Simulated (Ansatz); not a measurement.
# Re (hcp type): the cost of one run

Computed with Ansatz 0.2.0 (DFT PBE, with the methods named in each step, unless a step's input says otherwise).

## (1) The structure to begin with

The structure is hexagonal, space group P6_3/mmc (No. 194). The conventional cell has a = 2.776 Å, b = 2.776 Å, c = 4.481 Å, α = 90.00°, β = 90.00°, γ = 120.00°. Re (site symmetry -6m2) has 12 Re at 2.75 to 2.78 Å in its first shell of neighbours.

Structure file:

```
CELL_PARAMETERS angstrom
2.77612 0.00000 0.00000
-1.38806 2.40419 0.00000
0.00000 0.00000 4.48119
ATOMIC_POSITIONS crystal
Re 0.33333 0.66667 0.25000
Re 0.66667 0.33333 0.75000
```

Whether this phase is the stable one at these pressures isn't tested.

Atoms are numbered in the order of the input: Re1, Re2.

## (2) The reference volume, LAPW

input.yaml

```yaml
crystal:
  lattice:
    - [2.7761202017, 0.0, 0.0]
    - [-1.3880601008, 2.4041906186, 0.0]
    - [0.0, 0.0, 4.4811901479]
  atoms:
    - { symbol: Re, position: [0.3333333333, 0.6666666667, 0.25] }
    - { symbol: Re, position: [0.6666666667, 0.3333333333, 0.75] }
kpoints:
  mp_grid: { grid: [16, 16, 9] }
  band_path:
    path:
      - [0.0, 0.0, 0.0]
      - [0.5, 0.0, 0.0]
      - [0.3333333333, 0.3333333333, 0.0]
      - [0.0, 0.0, 0.0]
      - [0.0, 0.0, 0.5]
      - [0.5, 0.0, 0.5]
      - [0.3333333333, 0.3333333333, 0.5]
      - [0.0, 0.0, 0.5]
      - [0.5, 0.0, 0.5]
    npoints: 14
scf:
  occupations: { method: fermi_dirac, width: 0.08 }
hamiltonian:
  xc: pbe
  pseudopotentials: { kind: all_electron, lapw: { basis_error: 0.001 } }
output:
  forces: true
  stress: true
  eigenvalues: true
  populations: true
  dos: { projected: true, de: 0.2, e_range: [-14, 8] }
```

Run with:

```bash
> ansatz run input.yaml --threads 1 --pin off --max-ram 2048MiB --backend cpu --events-out ev --progress --plain --runs-dir out
```

What time and memory should one allow on 1 thread of Arm Neoverse V1, shared host?

About 96 s, with a peak of 0.67 GiB.
